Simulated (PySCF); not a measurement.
**C2H7FSi2: electronic excitations at several levels of theory**

How much do the electronic excitations of C2H7FSi2 (`F[C@@H]1C[Si@H]1[SiH3]`) depend on the level of theory, and what does each level cost?

The runs use PySCF 2.14.0, with density-fitted response routines of our own; the level of theory stands in each step. All values are computed, except where a source is named. Atoms count from 0, in the outputs and in this text.

### 1 The starting structure

12 atoms, charge 0, multiplicity 1; geometry from: PBE0-D3(BJ)/def2-SVP.

Bonds of the start (Å): F0–C1 1.36, C1–C2 1.51, C2–Si3 1.89, Si3–Si4 2.32, Si3–C1 1.89, C1–H5 1.10, C2–H6 1.10, C2–H7 1.10, Si3–H8 1.49, Si4–H9 1.49, Si4–H10 1.50, Si4–H11 1.49.

### 2 Excited states and response: LDA/def2-SVPD

The job: settings as JSON, then the geometry in Å.

```
{"job": {"kind": "uv", "xc": "LDA", "basis": "def2-SVPD", "ip": true}, "charge": 0, "multiplicity": 1}
F     -2.171531     1.758964     0.356340
C     -1.451257     0.621256     0.156929
C     -0.819932     0.000986     1.379128
Si     0.439810     0.648491     0.131931
Si     1.542580    -0.857941    -1.246322
H     -1.973967    -0.069194    -0.519220
H     -0.987816    -1.064734     1.568341
H     -0.899518     0.620385     2.280982
H      1.076249     1.930135     0.531978
H      2.743132    -1.439807    -0.572287
H      0.572811    -1.957013    -1.545356
H      1.971433    -0.217806    -2.526635
```

Level: TDDFT LDA/def2-SVPD, vertical, gas phase, core orbitals frozen in the response.

Launch:

```
OMP_NUM_THREADS=1 python probes_run.py task.json out
```

This one command runs all jobs of the session in turn.

Log:

```text
coarse grid: 10848 points
cycle   1  E = -755.0350035750  dE =  2.533e-01  |g| = 4.996e-01  |ddm| = 4.214e+00
cycle   2  E = -754.8061253792  dE =  2.289e-01  |g| = 1.026e+00  |ddm| = 1.837e+00
cycle   3  E = -755.0925851776  dE = -2.865e-01  |g| = 1.264e-01  |ddm| = 1.401e+00
cycle   4  E = -755.0970792161  dE = -4.494e-03  |g| = 6.958e-02  |ddm| = 3.036e-01
cycle   5  E = -755.0984223966  dE = -1.343e-03  |g| = 1.586e-02  |ddm| = 9.125e-02
cycle   6  E = -755.0984835238  dE = -6.113e-05  |g| = 5.453e-03  |ddm| = 2.729e-02
cycle   7  E = -755.0984908418  dE = -7.318e-06  |g| = 1.946e-03  |ddm| = 8.594e-03
final grid: 95480 points
cycle   8  E = -755.1920217188  dE = -1.929e-05  |g| = 8.297e-03  |ddm| = 7.236e-02
cycle   9  E = -755.1919720540  dE =  4.966e-05  |g| = 1.792e-02  |ddm| = 2.160e-02
cycle  10  E = -755.1920345626  dE = -6.251e-05  |g| = 7.657e-04  |ddm| = 1.527e-02
cycle  11  E = -755.1920346929  dE = -1.303e-07  |g| = 4.671e-04  |ddm| = 1.645e-03
cycle  12  E = -755.1920347573  dE = -6.441e-08  |g| = 6.812e-05  |ddm| = 6.491e-04
cycle  13  E = -755.1920347587  dE = -1.384e-09  |g| = 2.371e-05  |ddm| = 1.486e-04
cycle  14  E = -755.1920347589  dE = -1.755e-10  |g| = 7.802e-06  |ddm| = 4.419e-05
converged SCF energy = -755.1920347589

Static polarisability (au): isotropic 89.972, principal 75.191 80.483 114.240

Singlet excitations
state   eV       nm        f      main configurations
  1   4.9927    248.3   0.00246   H->L+1 0.98
  2   5.2594    235.7   0.10832   H->L 0.80
  3   5.4752    226.4   0.02263   H->L+2 0.85
  4   5.5714    222.5   0.00121   H->L+3 0.80, H->L+4 0.14
  5   5.8067    213.5   0.00390   H->L+4 0.75, H->L+3 0.15
  6   5.9459    208.5   0.00686   H-1->L 0.83
  7   6.1512    201.6   0.00228   H->L+5 0.68, H-1->L+1 0.28
  8   6.3208    196.2   0.02684   H-1->L+1 0.49, H->L+5 0.25, H-1->L+2 0.10
  9   6.5123    190.4   0.02743   H->L+6 0.96
 10   6.6502    186.4   0.07216   H-1->L+2 0.42, H-1->L+3 0.32, H-1->L+4 0.09

Triplet excitations (Tamm-Dancoff, eV): 4.2170 4.8677 5.1491 5.4190
Vertical ionisation energy (delta-SCF) = 8.9128 eV
Vertical electron affinity (delta-SCF) = -0.9246 eV
```

Wall time 68 s (1 thread of Arm Neoverse V1, shared host); peak memory 0.47 GiB.

The orbitals next to the gap, with their largest atomic shares:

| orbital | eV | atoms |
| --- | --- | --- |
| HOMO−3 | -8.74 | Si4 40 %, H11 25 %, H9 19 % |
| HOMO−2 | -7.92 | Si3 28 %, Si4 20 %, H8 18 % |
| HOMO−1 | -7.02 | C2 28 %, F0 16 %, Si3 15 % |
| HOMO | -5.93 | Si3 28 %, C1 25 %, C2 16 % |
| LUMO | -1.38 | Si3 31 %, Si4 23 %, C1 11 % |
| LUMO+1 | -0.99 | Si4 32 %, Si3 27 %, H10 12 % |
| LUMO+2 | -0.64 | Si4 36 %, Si3 18 %, H11 10 % |

With each of the 10 states as a Gaussian band of 0.4 eV half-width at 1/e, the curve within the window shown has maxima at 234 nm (ε 5,200), 189 nm (ε 4,700) L/(mol cm). Beyond the last state computed it falls off for lack of states. The curve at chosen wavelengths:

```json
{"nm": "178", "ε (L/mol/cm)": "2093"}
{"nm": "182", "ε (L/mol/cm)": "3490"}
{"nm": "186", "ε (L/mol/cm)": "4486"}
{"nm": "190", "ε (L/mol/cm)": "4656"}
{"nm": "194", "ε (L/mol/cm)": "4079"}
{"nm": "199", "ε (L/mol/cm)": "2940"}
{"nm": "203", "ε (L/mol/cm)": "2168"}
{"nm": "207", "ε (L/mol/cm)": "1746"}
{"nm": "211", "ε (L/mol/cm)": "1743"}
{"nm": "215", "ε (L/mol/cm)": "2150"}
{"nm": "219", "ε (L/mol/cm)": "2887"}
{"nm": "223", "ε (L/mol/cm)": "3784"}
{"nm": "227", "ε (L/mol/cm)": "4607"}
{"nm": "232", "ε (L/mol/cm)": "5195"}
{"nm": "236", "ε (L/mol/cm)": "5166"}
{"nm": "240", "ε (L/mol/cm)": "4717"}
{"nm": "244", "ε (L/mol/cm)": "3979"}
{"nm": "248", "ε (L/mol/cm)": "3122"}
{"nm": "252", "ε (L/mol/cm)": "2294"}
{"nm": "256", "ε (L/mol/cm)": "1588"}
{"nm": "260", "ε (L/mol/cm)": "1042"}
{"nm": "265", "ε (L/mol/cm)": "576"}
{"nm": "269", "ε (L/mol/cm)": "342"}
{"nm": "273", "ε (L/mol/cm)": "196"}
{"nm": "277", "ε (L/mol/cm)": "109"}
{"nm": "281", "ε (L/mol/cm)": "59"}
```

Ground-state properties from the same run:

| property | computed |
| --- | --- |
| dipole moment (D) | 1.74 |
| polarisability (Å³) | 13.33 |
| HOMO–LUMO gap (eV) | 4.55 |
| −ε(HOMO) (eV) | 5.93 |

### 3 TDDFT and polarisability: PBE/def2-SVPD

The job, as its differences from that of step 2:

```diff
@@ -1,2 +1,2 @@
-{"job": {"kind": "uv", "xc": "LDA", "basis": "def2-SVPD", "ip": true}, "charge": 0, "multiplicity": 1}
+{"job": {"kind": "uv", "xc": "PBE", "basis": "def2-SVPD", "ip": true}, "charge": 0, "multiplicity": 1}
 F     -2.171531     1.758964     0.356340
```

Method: TDDFT PBE/def2-SVPD, vertical, gas phase, core orbitals frozen in the response.

Log:

```text
coarse grid: 10848 points
cycle   1  E = -758.1944304410  dE =  2.547e-01  |g| = 5.091e-01  |ddm| = 4.256e+00
cycle   2  E = -757.9635148232  dE =  2.309e-01  |g| = 1.045e+00  |ddm| = 1.848e+00
cycle   3  E = -758.2537813888  dE = -2.903e-01  |g| = 1.202e-01  |ddm| = 1.444e+00
cycle   4  E = -758.2577387587  dE = -3.957e-03  |g| = 6.712e-02  |ddm| = 2.968e-01
cycle   5  E = -758.2589792797  dE = -1.241e-03  |g| = 1.464e-02  |ddm| = 9.045e-02
cycle   6  E = -758.2590286504  dE = -4.937e-05  |g| = 5.700e-03  |ddm| = 2.440e-02
cycle   7  E = -758.2590364739  dE = -7.824e-06  |g| = 1.772e-03  |ddm| = 8.304e-03
final grid: 95480 points
cycle   8  E = -758.3869400997  dE = -4.066e-07  |g| = 1.465e-02  |ddm| = 7.651e-02
cycle   9  E = -758.3867546890  dE =  1.854e-04  |g| = 3.183e-02  |ddm| = 4.270e-02
cycle  10  E = -758.3869865354  dE = -2.318e-04  |g| = 1.407e-03  |ddm| = 3.190e-02
cycle  11  E = -758.3869872943  dE = -7.590e-07  |g| = 6.318e-04  |ddm| = 3.385e-03
cycle  12  E = -758.3869873964  dE = -1.020e-07  |g| = 1.106e-04  |ddm| = 8.232e-04
cycle  13  E = -758.3869873997  dE = -3.339e-09  |g| = 2.166e-05  |ddm| = 1.989e-04
cycle  14  E = -758.3869873998  dE = -1.244e-10  |g| = 1.048e-05  |ddm| = 5.357e-05
converged SCF energy = -758.3869873998

Static polarisability (au): isotropic 88.410, principal 73.907 78.946 112.377

Singlet excitations
state   eV       nm        f      main configurations
  1   5.0162    247.2   0.00309   H->L+1 0.98
  2   5.2579    235.8   0.11542   H->L 0.82
  3   5.5327    224.1   0.01884   H->L+2 0.93
  4   5.5967    221.5   0.00055   H->L+3 0.96
  5   5.8127    213.3   0.00386   H->L+4 0.85, H-1->L 0.09
  6   5.9279    209.2   0.00628   H-1->L 0.82
  7   6.1912    200.3   0.00402   H->L+5 0.51, H-1->L+1 0.44
  8   6.3417    195.5   0.02822   H->L+5 0.43, H-1->L+1 0.36
  9   6.5603    189.0   0.02949   H->L+6 0.96
 10   6.6911    185.3   0.05875   H-1->L+3 0.48, H-1->L+2 0.33

Triplet excitations (Tamm-Dancoff, eV): 4.0969 4.8399 5.1304 5.3577
Vertical ionisation energy (delta-SCF) = 8.7489 eV
Vertical electron affinity (delta-SCF) = -1.0166 eV
```

Wall time 99 s (1 thread of Arm Neoverse V1, shared host); peak memory 0.64 GiB.

Key values: HOMO -5.81 eV, LUMO -1.24 eV; lowest singlet 5.02 eV.

### 4 Ultraviolet spectrum: B3LYP/def2-SVPD

The job, as its differences from that of step 3:

```diff
@@ -1,2 +1,2 @@
-{"job": {"kind": "uv", "xc": "PBE", "basis": "def2-SVPD", "ip": true}, "charge": 0, "multiplicity": 1}
+{"job": {"kind": "uv", "xc": "B3LYP", "basis": "def2-SVPD", "ip": true}, "charge": 0, "multiplicity": 1}
 F     -2.171531     1.758964     0.356340
```

With the program's defaults for keys left out, this is: TDDFT B3LYP/def2-SVPD, vertical, gas phase, core orbitals frozen in the response.

Log:

```text
coarse grid: 10848 points
cycle   1  E = -758.7831910569  dE =  2.849e-01  |g| = 4.716e-01  |ddm| = 4.134e+00
cycle   2  E = -758.7156819744  dE =  6.751e-02  |g| = 7.295e-01  |ddm| = 1.227e+00
cycle   3  E = -758.8318202936  dE = -1.161e-01  |g| = 5.583e-02  |ddm| = 7.699e-01
cycle   4  E = -758.8323530197  dE = -5.327e-04  |g| = 2.875e-02  |ddm| = 1.064e-01
cycle   5  E = -758.8325558318  dE = -2.028e-04  |g| = 6.399e-03  |ddm| = 4.193e-02
cycle   6  E = -758.8325667293  dE = -1.090e-05  |g| = 1.275e-03  |ddm| = 1.063e-02
cycle   7  E = -758.8325671413  dE = -4.120e-07  |g| = 4.927e-04  |ddm| = 2.348e-03
final grid: 95480 points
cycle   8  E = -758.9330944300  dE = -1.799e-05  |g| = 6.012e-03  |ddm| = 5.756e-02
cycle   9  E = -758.9330811974  dE =  1.323e-05  |g| = 1.005e-02  |ddm| = 1.388e-02
cycle  10  E = -758.9331017645  dE = -2.057e-05  |g| = 3.171e-04  |ddm| = 8.596e-03
cycle  11  E = -758.9331017980  dE = -3.351e-08  |g| = 1.289e-04  |ddm| = 8.329e-04
cycle  12  E = -758.9331018033  dE = -5.276e-09  |g| = 5.522e-05  |ddm| = 2.720e-04
cycle  13  E = -758.9331018040  dE = -7.003e-10  |g| = 1.103e-05  |ddm| = 7.231e-05
converged SCF energy = -758.9331018040

Static polarisability (au): isotropic 85.367, principal 71.735 76.930 107.437

Singlet excitations
state   eV       nm        f      main configurations
  1   5.5160    224.8   0.00757   H->L+1 0.94
  2   5.6472    219.5   0.15821   H->L 0.89
  3   6.0175    206.0   0.00711   H->L+2 0.75, H->L+4 0.15
  4   6.1116    202.9   0.00070   H->L+3 0.58, H->L+4 0.21, H->L+2 0.16
  5   6.1714    200.9   0.00574   H->L+4 0.58, H->L+3 0.34
  6   6.3690    194.7   0.00908   H-1->L 0.85
  7   6.7406    183.9   0.00394   H->L+5 0.59, H-1->L+1 0.38
  8   6.9280    179.0   0.04115   H-1->L+1 0.49, H->L+5 0.35
  9   7.0347    176.2   0.03703   H->L+6 0.94
 10   7.2174    171.8   0.07506   H-2->L 0.40, H-1->L+2 0.30, H->L+7 0.19

Triplet excitations (Tamm-Dancoff, eV): 4.3393 5.3036 5.5495 5.7236
Vertical ionisation energy (delta-SCF) = 8.9365 eV
```

Wall time 85 s (1 thread of Arm Neoverse V1, shared host); peak memory 0.76 GiB.

This run: HOMO -6.76 eV, LUMO -0.64 eV; lowest singlet 5.52 eV.

### 5 Ultraviolet spectrum: PBE0/def2-SVPD

The job, as its differences from that of step 4:

```diff
@@ -1,2 +1,2 @@
-{"job": {"kind": "uv", "xc": "B3LYP", "basis": "def2-SVPD", "ip": true}, "charge": 0, "multiplicity": 1}
+{"job": {"kind": "uv", "xc": "PBE0", "basis": "def2-SVPD", "ip": true}, "charge": 0, "multiplicity": 1}
 F     -2.171531     1.758964     0.356340
```

Level: TDDFT PBE0/def2-SVPD, vertical, gas phase, core orbitals frozen in the response.

Log:

```text
coarse grid: 10848 points
cycle   1  E = -758.3207915312  dE =  2.893e-01  |g| = 4.272e-01  |ddm| = 4.110e+00
cycle   2  E = -758.2854517571  dE =  3.534e-02  |g| = 5.999e-01  |ddm| = 1.069e+00
cycle   3  E = -758.3602605720  dE = -7.481e-02  |g| = 4.467e-02  |ddm| = 6.192e-01
cycle   4  E = -758.3605803270  dE = -3.198e-04  |g| = 2.085e-02  |ddm| = 8.175e-02
cycle   5  E = -758.3606814280  dE = -1.011e-04  |g| = 5.572e-03  |ddm| = 3.340e-02
cycle   6  E = -758.3606896528  dE = -8.225e-06  |g| = 7.879e-04  |ddm| = 9.158e-03
final grid: 95480 points
cycle   7  E = -758.4566736088  dE = -1.719e-05  |g| = 6.190e-03  |ddm| = 5.340e-02
cycle   8  E = -758.4566610091  dE =  1.260e-05  |g| = 9.597e-03  |ddm| = 1.586e-02
cycle   9  E = -758.4566825752  dE = -2.157e-05  |g| = 3.255e-04  |ddm| = 9.778e-03
cycle  10  E = -758.4566826109  dE = -3.569e-08  |g| = 1.007e-04  |ddm| = 8.205e-04
cycle  11  E = -758.4566826137  dE = -2.864e-09  |g| = 3.947e-05  |ddm| = 1.975e-04
cycle  12  E = -758.4566826141  dE = -4.090e-10  |g| = 9.052e-06  |ddm| = 6.234e-05
converged SCF energy = -758.4566826141

Static polarisability (au): isotropic 84.850, principal 71.376 76.417 106.756

Singlet excitations
state   eV       nm        f      main configurations
  1   5.6009    221.4   0.00443   H->L+1 0.96
  2   5.7410    216.0   0.17364   H->L 0.91
  3   6.1591    201.3   0.00551   H->L+2 0.54, H->L+4 0.35
  4   6.3130    196.4   0.00468   H->L+4 0.47, H->L+2 0.30, H-1->L 0.19
  5   6.3641    194.8   0.00288   H->L+3 0.88
  6   6.5171    190.2   0.00860   H-1->L 0.73, H->L+2 0.12
  7   6.8883    180.0   0.01048   H->L+5 0.52, H-1->L+1 0.43
  8   7.0845    175.0   0.05393   H->L+5 0.42, H-1->L+1 0.41
  9   7.2223    171.7   0.03798   H->L+6 0.94
 10   7.3300    169.1   0.00792   H-2->L 0.88

Triplet excitations (Tamm-Dancoff, eV): 4.3139 5.3157 5.6353 5.7799
Vertical ionisation energy (delta-SCF) = 8.9189 eV
```

Run time: 75 s. Hardware: 1 thread of Arm Neoverse V1, shared host; peak memory 0.76 GiB.

Key values: HOMO -6.96 eV, LUMO -0.46 eV; lowest singlet 5.60 eV.

### 6 Ultraviolet spectrum: BHandHLYP/def2-SVPD

The job, as its differences from that of step 5:

```diff
@@ -1,2 +1,2 @@
-{"job": {"kind": "uv", "xc": "PBE0", "basis": "def2-SVPD", "ip": true}, "charge": 0, "multiplicity": 1}
+{"job": {"kind": "uv", "xc": "BHandHLYP", "basis": "def2-SVPD", "ip": true}, "charge": 0, "multiplicity": 1}
 F     -2.171531     1.758964     0.356340
```

With the program's defaults for keys left out, this is: TDDFT BHandHLYP/def2-SVPD, vertical, gas phase, core orbitals frozen in the response.

Log:

```text
coarse grid: 10848 points
cycle   1  E = -758.6841722158  dE =  3.481e-01  |g| = 4.379e-01  |ddm| = 3.958e+00
cycle   2  E = -758.6948264854  dE = -1.065e-02  |g| = 4.435e-01  |ddm| = 8.635e-01
cycle   3  E = -758.7290597342  dE = -3.423e-02  |g| = 4.497e-02  |ddm| = 3.776e-01
cycle   4  E = -758.7294404811  dE = -3.807e-04  |g| = 1.818e-02  |ddm| = 8.342e-02
cycle   5  E = -758.7295197364  dE = -7.926e-05  |g| = 5.954e-03  |ddm| = 2.976e-02
cycle   6  E = -758.7295290899  dE = -9.354e-06  |g| = 8.307e-04  |ddm| = 8.528e-03
final grid: 95480 points
cycle   7  E = -758.7946281049  dE = -9.324e-06  |g| = 3.001e-03  |ddm| = 3.517e-02
cycle   8  E = -758.7946275655  dE =  5.393e-07  |g| = 3.504e-03  |ddm| = 6.949e-03
cycle   9  E = -758.7946300973  dE = -2.532e-06  |g| = 1.216e-04  |ddm| = 3.070e-03
cycle  10  E = -758.7946301014  dE = -4.167e-09  |g| = 6.258e-05  |ddm| = 3.389e-04
cycle  11  E = -758.7946301024  dE = -9.695e-10  |g| = 1.544e-05  |ddm| = 1.185e-04
converged SCF energy = -758.7946301024

Static polarisability (au): isotropic 81.915, principal 69.245 74.412 102.088

Singlet excitations
state   eV       nm        f      main configurations
  1   6.1147    202.8   0.18814   H->L 0.78, H->L+1 0.10
  2   6.1348    202.1   0.03623   H->L+1 0.44, H->L+2 0.27, H->L 0.15
  3   6.5486    189.3   0.00416   H->L+4 0.74
  4   6.6857    185.4   0.00982   H-1->L 0.45, H->L+2 0.28, H->L+3 0.10
  5   6.8697    180.5   0.00659   H->L+3 0.65, H->L+1 0.14, H->L+2 0.13
  6   7.0154    176.7   0.00408   H-1->L 0.47, H->L+2 0.19, H->L+1 0.13
  7   7.3850    167.9   0.02949   H-1->L+1 0.37, H->L+5 0.29, H-1->L+2 0.17
  8   7.6269    162.6   0.05031   H->L+5 0.46, H->L+6 0.17, H-1->L+1 0.12
  9   7.6735    161.6   0.04046   H->L+6 0.64, H->L+5 0.15
 10   7.8159    158.6   0.01377   H-2->L 0.68

Triplet excitations (Tamm-Dancoff, eV): 4.5693 5.7415 5.9553 6.2251
Vertical ionisation energy (delta-SCF) = 8.9376 eV
```

It took 47 s on 1 thread of Arm Neoverse V1, shared host; peak memory 0.75 GiB.

This run: HOMO -7.99 eV, LUMO 0.39 eV; lowest singlet 6.11 eV.

### 7 Ultraviolet spectrum: CAM-B3LYP/def2-SVPD

The job, as its differences from that of step 6:

```diff
@@ -1,2 +1,2 @@
-{"job": {"kind": "uv", "xc": "BHandHLYP", "basis": "def2-SVPD", "ip": true}, "charge": 0, "multiplicity": 1}
+{"job": {"kind": "uv", "xc": "CAM-B3LYP", "basis": "def2-SVPD", "ip": true}, "charge": 0, "multiplicity": 1}
 F     -2.171531     1.758964     0.356340
```

Level: TDDFT CAM-B3LYP/def2-SVPD, vertical, gas phase, core orbitals frozen in the response.

Log:

```text
coarse grid: 10848 points
cycle   1  E = -758.6763940993  dE =  3.461e-01  |g| = 4.527e-01  |ddm| = 3.998e+00
cycle   2  E = -758.6743279419  dE =  2.066e-03  |g| = 5.299e-01  |ddm| = 8.784e-01
cycle   3  E = -758.7219797922  dE = -4.765e-02  |g| = 4.869e-02  |ddm| = 4.149e-01
cycle   4  E = -758.7223596397  dE = -3.798e-04  |g| = 2.404e-02  |ddm| = 8.646e-02
cycle   5  E = -758.7224988188  dE = -1.392e-04  |g| = 6.793e-03  |ddm| = 3.612e-02
cycle   6  E = -758.7225110726  dE = -1.225e-05  |g| = 1.007e-03  |ddm| = 1.088e-02
cycle   7  E = -758.7225113633  dE = -2.907e-07  |g| = 4.348e-04  |ddm| = 2.102e-03
final grid: 95480 points
cycle   8  E = -758.8245200040  dE = -1.560e-05  |g| = 3.558e-03  |ddm| = 3.503e-02
cycle   9  E = -758.8245187710  dE =  1.233e-06  |g| = 4.568e-03  |ddm| = 6.866e-03
cycle  10  E = -758.8245223110  dE = -3.540e-06  |g| = 1.492e-04  |ddm| = 3.092e-03
cycle  11  E = -758.8245223160  dE = -5.063e-09  |g| = 9.185e-05  |ddm| = 3.747e-04
cycle  12  E = -758.8245223181  dE = -2.095e-09  |g| = 2.040e-05  |ddm| = 1.533e-04
cycle  13  E = -758.8245223183  dE = -1.446e-10  |g| = 4.848e-06  |ddm| = 4.514e-05
converged SCF energy = -758.8245223183

Static polarisability (au): isotropic 83.693, principal 70.698 75.921 104.460

Singlet excitations
state   eV       nm        f      main configurations
  1   5.9418    208.7   0.06430   H->L+1 0.37, H->L 0.29, H->L+2 0.24
  2   5.9885    207.0   0.13626   H->L 0.63, H->L+1 0.15, H->L+2 0.10
  3   6.3649    194.8   0.00429   H->L+4 0.74, H->L+3 0.10
  4   6.5567    189.1   0.00936   H-1->L 0.48, H->L+2 0.29
  5   6.7162    184.6   0.00619   H->L+3 0.76
  6   6.8193    181.8   0.00541   H-1->L 0.41, H->L+2 0.25, H->L+1 0.22
  7   7.2054    172.1   0.02714   H-1->L+1 0.35, H->L+5 0.27, H-1->L+2 0.20
  8   7.4246    167.0   0.03330   H->L+5 0.48, H-1->L+4 0.13, H->L+6 0.08
  9   7.4931    165.5   0.03196   H->L+6 0.68, H-1->L+4 0.11
 10   7.5804    163.6   0.01575   H-2->L 0.74

Triplet excitations (Tamm-Dancoff, eV): 4.5210 5.6384 5.8372 6.0471
Vertical ionisation energy (delta-SCF) = 9.0027 eV
```

Run time: 89 s. Hardware: 1 thread of Arm Neoverse V1, shared host; peak memory 0.86 GiB.

Key values: HOMO -8.25 eV, LUMO 0.55 eV; lowest singlet 5.94 eV.

### 8 Excited states and response: wB97X-D/def2-SVPD

The job, as its differences from that of step 7:

```diff
@@ -1,2 +1,2 @@
-{"job": {"kind": "uv", "xc": "CAM-B3LYP", "basis": "def2-SVPD", "ip": true}, "charge": 0, "multiplicity": 1}
+{"job": {"kind": "uv", "xc": "wB97X-D", "basis": "def2-SVPD", "ip": true}, "charge": 0, "multiplicity": 1}
 F     -2.171531     1.758964     0.356340
```

Method: TDDFT wB97X-D/def2-SVPD, vertical, gas phase, core orbitals frozen in the response.

Log:

```text
coarse grid: 10848 points
cycle   1  E = -758.6814328871  dE =  3.472e-01  |g| = 4.508e-01  |ddm| = 3.985e+00
cycle   2  E = -758.6895114111  dE = -8.079e-03  |g| = 4.804e-01  |ddm| = 8.514e-01
cycle   3  E = -758.7270049973  dE = -3.749e-02  |g| = 4.628e-02  |ddm| = 3.652e-01
cycle   4  E = -758.7274580335  dE = -4.530e-04  |g| = 2.044e-02  |ddm| = 1.014e-01
cycle   5  E = -758.7275717100  dE = -1.137e-04  |g| = 6.087e-03  |ddm| = 4.273e-02
cycle   6  E = -758.7275829664  dE = -1.126e-05  |g| = 8.724e-04  |ddm| = 1.359e-02
cycle   7  E = -758.7275833930  dE = -4.267e-07  |g| = 4.200e-04  |ddm| = 3.588e-03
final grid: 95480 points
cycle   8  E = -758.8300336662  dE = -8.969e-05  |g| = 6.271e-03  |ddm| = 9.903e-02
cycle   9  E = -758.8300336913  dE = -2.503e-08  |g| = 7.242e-03  |ddm| = 1.706e-02
cycle  10  E = -758.8300418461  dE = -8.155e-06  |g| = 3.687e-04  |ddm| = 4.494e-03
cycle  11  E = -758.8300419246  dE = -7.847e-08  |g| = 1.532e-04  |ddm| = 1.612e-03
cycle  12  E = -758.8300419345  dE = -9.920e-09  |g| = 3.710e-05  |ddm| = 4.235e-04
cycle  13  E = -758.8300419355  dE = -1.026e-09  |g| = 1.728e-05  |ddm| = 1.386e-04
cycle  14  E = -758.8300419357  dE = -1.596e-10  |g| = 5.479e-06  |ddm| = 5.174e-05
converged SCF energy = -758.8300419357

Static polarisability (au): isotropic 83.789, principal 70.870 75.856 104.640

Singlet excitations
state   eV       nm        f      main configurations
  1   5.9371    208.8   0.02638   H->L+1 0.73, H->L 0.10
  2   5.9758    207.5   0.17365   H->L 0.82
  3   6.4884    191.1   0.00446   H->L+4 0.69, H->L+3 0.09
  4   6.6060    187.7   0.01083   H-1->L 0.72, H->L+2 0.15
  5   6.8664    180.6   0.00285   H->L+3 0.66, H->L+4 0.11
  6   6.9965    177.2   0.00920   H->L+2 0.51, H->L+3 0.18, H-1->L 0.10
  7   7.2286    171.5   0.04634   H-1->L+1 0.59, H->L+5 0.15
  8   7.4858    165.6   0.01693   H->L+5 0.53, H-2->L 0.21, H-1->L+4 0.11
  9   7.5645    163.9   0.01762   H-2->L 0.68, H->L+5 0.15
 10   7.6808    161.4   0.04325   H->L+6 0.75, H-1->L+4 0.09

Triplet excitations (Tamm-Dancoff, eV): 4.5855 5.6582 5.9180 6.1725
Vertical ionisation energy (delta-SCF) = 8.9764 eV
```

Wall time 69 s (1 thread of Arm Neoverse V1, shared host); peak memory 0.81 GiB.

Key values: HOMO -8.78 eV, LUMO 1.22 eV; lowest singlet 5.94 eV.

[end of part 1 of 2]
